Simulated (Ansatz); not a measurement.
# BeB (P1) in Ansatz: convergence with wavefunction cutoff

Aim: find how far wavefunction cutoff must go before the results for BeB settle, at PBE. This setting moves, with any that are tied to it; all else stays.

All numbers are computed with Ansatz 0.2.0; they aren't measurements. Logs are shortened: lines on timing, memory, paths and dates and some standing lists are left out, and cuts for length are marked.

## (1) The cell of the first run

The typed cell holds 2 atoms: a = 2.679 Å, b = 2.679 Å, c = 2.679 Å, α = 60.82°, β = 60.82°, γ = 60.82°.

The cell was built by a generator and needn't be a form met in nature.

The cell isn't the ideal one: atoms moved at random, drawn with an rms of 0.05 Å.

## (2) With wavefunction cutoff 200 eV

Input file input.yaml:

```yaml
crystal:
  lattice:
    - [1.35604201, 0.78291122, 2.17383577]
    - [-1.35604201, 0.78291122, 2.17383577]
    - [0.0, -1.56582244, 2.17383577]
  atoms:
    - { symbol: Be, position: [0.755333, 0.745596, 0.754353] }
    - { symbol: B, position: [-0.00404, 0.029129, 0.02151] }
hamiltonian:
  xc: pbe
  pseudopotentials: { kind: paw }
kpoints:
  mp_grid: { grid: [9, 9, 9] }
scf:
  occupations: { method: gaussian, width: 0.1 }
output:
  forces: true
  stress: true
  eigenvalues: true
basis:
  ecutwfc: "200 eV"
```

Potentials or basis: Ansatz PAW.

The run is started by

```console
> ansatz run input.yaml --threads 2 --pin off --max-ram 5632MiB --backend cpu --events-out ev --progress --plain --runs-dir out
```

Run time: 0.88 s. Hardware: 2 threads of Arm Neoverse V2, shared host; peak memory 0.27 GiB.

What came out:

| Quantity | Value |
| --- | --- |
| Free energy | -243.2584 eV |
| Pressure | 97.1 GPa |
| Largest force | 1.532 eV/Å |
| Band gap on the k mesh | none (metal or under the smearing width) |

## (3) With wavefunction cutoff 250 eV

Changes to input.yaml since step 2:

```diff
@@ -20,2 +20,2 @@
 basis:
-  ecutwfc: "200 eV"
+  ecutwfc: "250 eV"
```

Potentials or basis: Ansatz PAW.

The run is started by

```console
> ansatz run input.yaml --threads 2 --pin off --max-ram 5632MiB --backend cpu --events-out ev --progress --plain --runs-dir out
```

It took 0.97 s on 2 threads of Arm Neoverse V2, shared host; peak memory 0.27 GiB.

What came out:

| Property | Result |
| --- | --- |
| Free energy | -243.6452 eV |
| Pressure | 92.2 GPa |
| Largest force | 1.566 eV/Å |
| Band gap on the k mesh | none (metal or under the smearing width) |

## (4) With wavefunction cutoff 300 eV

Changes to input.yaml since step 3:

```diff
@@ -20,2 +20,2 @@
 basis:
-  ecutwfc: "250 eV"
+  ecutwfc: "300 eV"
```

The run is started by

```console
> ansatz run input.yaml --threads 2 --pin off --max-ram 5632MiB --backend cpu --events-out ev --progress --plain --runs-dir out
```

Run time: 1.2 s. Hardware: 2 threads of Arm Neoverse V2, shared host; peak memory 0.29 GiB.

What came out:

```yaml
Free_energy: -243.7834 eV
Pressure: 91.8 GPa
Largest_force: 1.549 eV/Å
Band_gap_on_the_k_mesh: none (metal or under the smearing width)
```

## (5) With wavefunction cutoff 350 eV

Changes to input.yaml since step 4:

```diff
@@ -20,2 +20,2 @@
 basis:
-  ecutwfc: "300 eV"
+  ecutwfc: "350 eV"
```

The run is started by

```console
> ansatz run input.yaml --threads 2 --pin off --max-ram 5632MiB --backend cpu --events-out ev --progress --plain --runs-dir out
```

Wall time 1.4 s (2 threads of Arm Neoverse V2, shared host); peak memory 0.3 GiB.

Results:

| Item | Value |
| --- | --- |
| Free energy | -243.8234 eV |
| Pressure | 91.2 GPa |
| Largest force | 1.538 eV/Å |
| Band gap on the k mesh | none (metal or under the smearing width) |

## (6) With wavefunction cutoff 400 eV

Changes to input.yaml since step 5:

```diff
@@ -20,2 +20,2 @@
 basis:
-  ecutwfc: "350 eV"
+  ecutwfc: "400 eV"
```

Potentials or basis: Ansatz PAW.

The run is started by

```console
> ansatz run input.yaml --threads 2 --pin off --max-ram 5632MiB --backend cpu --events-out ev --progress --plain --runs-dir out
```

It took 1.5 s on 2 threads of Arm Neoverse V2, shared host; peak memory 0.32 GiB.

The run converged. Its results:

- Free energy: -243.8333 eV
- Pressure: 91.2 GPa
- Largest force: 1.538 eV/Å
- Band gap on the k mesh: none (metal or under the smearing width)

## (7) With wavefunction cutoff 450 eV

Changes to input.yaml since step 6:

```diff
@@ -20,2 +20,2 @@
 basis:
-  ecutwfc: "400 eV"
+  ecutwfc: "450 eV"
```

The run is started by

```console
> ansatz run input.yaml --threads 2 --pin off --max-ram 5632MiB --backend cpu --events-out ev --progress --plain --runs-dir out
```

It took 1.6 s on 2 threads of Arm Neoverse V2, shared host; peak memory 0.33 GiB.

It converged, with:

```yaml
Free_energy: -243.8356 eV
Pressure: 91.2 GPa
Largest_force: 1.538 eV/Å
Band_gap_on_the_k_mesh: none (metal or under the smearing width)
```

## (8) With wavefunction cutoff 500 eV

Changes to input.yaml since step 7:

```diff
@@ -20,2 +20,2 @@
 basis:
-  ecutwfc: "450 eV"
+  ecutwfc: "500 eV"
```

The run is started by

```console
> ansatz run input.yaml --threads 2 --pin off --max-ram 5632MiB --backend cpu --events-out ev --progress --plain --runs-dir out
```

It took 2 s on 2 threads of Arm Neoverse V2, shared host; peak memory 0.34 GiB.

Results (log left out):

- Free energy: -243.8360 eV
- Pressure: 91.2 GPa
- Largest force: 1.538 eV/Å
- Band gap on the k mesh: none (metal or under the smearing width)

## (9) With wavefunction cutoff 600 eV

Changes to input.yaml since step 8:

```diff
@@ -20,2 +20,2 @@
 basis:
-  ecutwfc: "500 eV"
+  ecutwfc: "600 eV"
```

Potentials or basis: Ansatz PAW.

The run is started by

```console
> ansatz run input.yaml --threads 2 --pin off --max-ram 5632MiB --backend cpu --events-out ev --progress --plain --runs-dir out
```

Run time: 2.4 s. Hardware: 2 threads of Arm Neoverse V2, shared host; peak memory 0.37 GiB.

It converged, with:

```yaml
Free_energy: -243.8361 eV
Pressure: 91.2 GPa
Largest_force: 1.538 eV/Å
Band_gap_on_the_k_mesh: none (metal or under the smearing width)
```

## (10) With wavefunction cutoff 800 eV

Changes to input.yaml since step 9:

```diff
@@ -20,2 +20,2 @@
 basis:
-  ecutwfc: "600 eV"
+  ecutwfc: "800 eV"
```

Potentials or basis: Ansatz PAW.

The run is started by

```console
> ansatz run input.yaml --threads 2 --pin off --max-ram 5632MiB --backend cpu --events-out ev --progress --plain --runs-dir out
```

Log:

```text
Warning: RAYON_NUM_THREADS=2 ignored (pool sized by the plan → 2); use --threads N
Engine: ansatz 0.2.0, aarch64-unknown-linux-gnu
Pseudopotentials: kind: paw
Pseudopotential: Be, paw, valence charge 2, recommended cutoff 420 eV (normal), Be.paw.azcp
Pseudopotential: B, paw, valence charge 3, recommended cutoff 420 eV (normal), B.paw.azcp
Functional definition: PBE
  parameter kappa = 0.804
  parameter beta = 0.06672455060314922
  exchange = pbe_x(kappa = kappa, mu = beta*pi^2/3)
  correlation = pbe_c(beta = beta)
Crystal: 2 atoms, lattice volume = 13.847 Å³
Basis set: ecut = 800 eV, 719 PW (Γ), exchange–correlation on 50×50×50 points (8 copies of the dense FFT grid, shifted against one another)
Bands: 7, of which v1, the nominal top of the filled ones, is band 3 counted from 1 (2 counted from 0)
Symmetry: 1 space group operations
Space group: P1 (ITA 1), of the structure as read, at distance tolerance 2.4e-5 Å
k-points: 365 of 729 (time reversal used)
Non-local potential: Be, projectors of the file, l = 0: 2, l = 1: 2, l = 2: 1
Non-local potential: B, projectors of the file, l = 0: 2, l = 1: 2, l = 2: 1
PAW form: soft (Blöchl's): semilocal exchange-correlation on the pseudo side does not see the compensation charge
PAW one-centre angular grid: Be, 110 points (default); XC on 64 Gauss nodes
PAW one-centre angular grid: B, 110 points (default); XC on 64 Gauss nodes
Initial density: superposition of atomic densities (neutral atoms: chi_scale 0, normalization atom), corrected by the library's trained network
Initial wavefunctions: pseudopotential atomic-orbital guess
Functional: x = pbe(κ = 0.804, μ = 0.2195149727645171), c = pbe(β = 0.06672455060314922)
SCF iter   1: F=—  HF=-243.834815 eV  |F-HF|=—  |Δ(HF+E_count)|=         —  Δρ=5.08e-3  dr2=2.69e-3  ethr=1.77e-3  ⟨swp⟩=5.1  Hψ=21216  notcnv=0
preconditioner: auto → none  [metal: Δε(μ)=0.016 eV  Ē_g=14.989 eV  σ=0.100 eV  W_gap=0.09  n_scr=0 (ndim 8)  ℏωp=22.3 eV  f_vac=0.000  D(μ)=0.94/eV (n_scr^D=14)]
SCF iter   2: F=—  HF=-243.835992 eV  |F-HF|=—  |Δ(HF+E_count)|=   1.18e-3  Δρ=2.23e-3  dr2=4.54e-4  ethr=5.38e-5  ⟨swp⟩=1.0  Hψ=5475  notcnv=0
SCF iter   3: F=—  HF=-243.836269 eV  |F-HF|=—  |Δ(HF+E_count)|=   2.78e-4  Δρ=2.18e-4  dr2=2.60e-6  ethr=9.09e-6  ⟨swp⟩=2.0  Hψ=3277  notcnv=0
SCF iter   4: F=—  HF=-243.836273 eV  |F-HF|=—  |Δ(HF+E_count)|=   3.60e-6  Δρ=2.35e-5  dr2=4.43e-8  ethr=5.19e-8  ⟨swp⟩=2.1  Hψ=3253  notcnv=0
iter 5 did not close the SCF: its close was put off for the readings that it lacked (scf_convergence_deferred on its scf_iter line)
SCF iter   5: F=-243.836273 eV  HF=-243.836273 eV  |F-HF|=5.03e-10  |Δ(HF+E_count)|=   2.49e-8  Δρ=4.00e-6  dr2=1.21e-9  ethr=8.86e-10  ⟨swp⟩=2.0  Hψ=3267  notcnv=0
SCF iter   6: F=-243.836273 eV  HF=-243.836273 eV  |F-HF|=2.19e-11  |Δ(HF+E_count)|=  6.84e-10  Δρ=5.00e-7  dr2=1.42e-11  ethr=2.41e-11  ⟨swp⟩=2.5  Hψ=9072  notcnv=0
SCF 1 converged in 6 iterations: F = -243.836273 eV  dr2 = 1.42e-11
SCF converged after 6 iterations
Free energy (F): -243.836273 eV
Harris-Foulkes:  -243.836273 eV  (|F-HF|=2.19e-11)
Internal energy: -243.831547 eV  (E = F + TS)
E sigma→0 (E₀):  -243.833910 eV
Entropy (-TS):   -0.004726 eV (-2.363 meV/atom)
Fermi energy:    8.292484 eV
--- Per-component energies (eV) ---
  E_band       = 17.962125
  E_kinetic    = 73.654849
  E_local      = -21.497224  (includes V_loc(G=0)·N_el)
  E_nonlocal   = 22.796554
  E_hartree    = 4.148470
  E_xc         = -52.966440
  E_vxc        = -60.195805  (∫ρ·V_xc dr)
  E_paw        = -139.257892  (= ΣΔE_a)
  E_vpaw       = -5.093190  (= ΣTr[D̂ρ^β])
  E_aug_tail   = -0.000000  (compensation charges beyond the density's cutoff)
  E_ewald      = -130.709865
  E_smearing   = -0.004726  (= −TS)
  E_closure    = 0.000000  (closes the sum)
  Σ components = -243.836273   (vs F -243.836273, Δ=0.00e0)
--- Forces (eV/Å), atoms counted from 1 ---
  atom   1  Be    -1.30508604    -0.01705921     0.81273999
  atom   2  B      1.30508598     0.01705921    -0.81273961
  max |Σ_I F_I| component: 3.73e-7 eV/Å
--- Stress (GPa, compression-positive) ---
      105.252526     -18.484017      -9.315407
      -18.484016     111.223953      -0.648665
       -9.315406      -0.648668      57.251110
  P = ⅓ Tr σ = 91.2425 GPa (912.425 kbar)
--- Band table (eV; the first three rows and the last of 365) ---
  k-point 0: bands = ["-4.2907", "13.0409", "13.8108", "14.7384", "19.4213", "19.6795", "20.0891"]
  k-point 1: bands = ["-4.0157", "11.7465", "13.0464", "14.1675", "20.0665", "20.3474", "21.4442"]
  k-point 2: bands = ["-3.1953", "8.7384", "12.1468", "13.2611", "20.8532", "21.6452", "23.3288"]
  k-point 364: bands = ["0.7096", "2.5533", "10.4644", "10.9469", "19.6950", "22.5905", "25.7629"]
```

Run time: 3.4 s. Hardware: 2 threads of Arm Neoverse V2, shared host; peak memory 0.41 GiB.

What came out:

| Quantity | Value |
| --- | --- |
| Free energy | -243.8363 eV |
| Pressure | 91.2 GPa |
| Largest force | 1.538 eV/Å |
| Band gap on the k mesh | none (metal or under the smearing width) |

## (11) The series at a glance

```tsv
wavefunction cutoff	energy less the tightest run, at zero smearing (meV/atom)	pressure (GPa)	largest force (eV/Å)	SCF cycles	CPU time (s)	peak memory (GiB)
200 eV	288.97	97.07	1.532	6	1.6	0.27
250 eV	95.56	92.21	1.566	6	1.8	0.27
300 eV	26.43	91.80	1.549	6	2.4	0.29
350 eV	6.46	91.20	1.538	6	2.6	0.3
400 eV	1.47	91.23	1.538	6	2.8	0.32
450 eV	0.32	91.24	1.538	6	3.1	0.33
500 eV	0.14	91.25	1.538	6	4	0.34
600 eV	0.09	91.25	1.538	6	4.7	0.37
800 eV	0.00	91.24	1.538	6	6.6	0.41
```

Against the tightest run, the energy stays within 1 meV/atom from 450 eV on; the pressure stays within 0.1 GPa from 350 eV on; the largest force stays within 0.005 eV/Å from 350 eV on. The tightest run that finished is the yardstick and may itself not be fully converged.
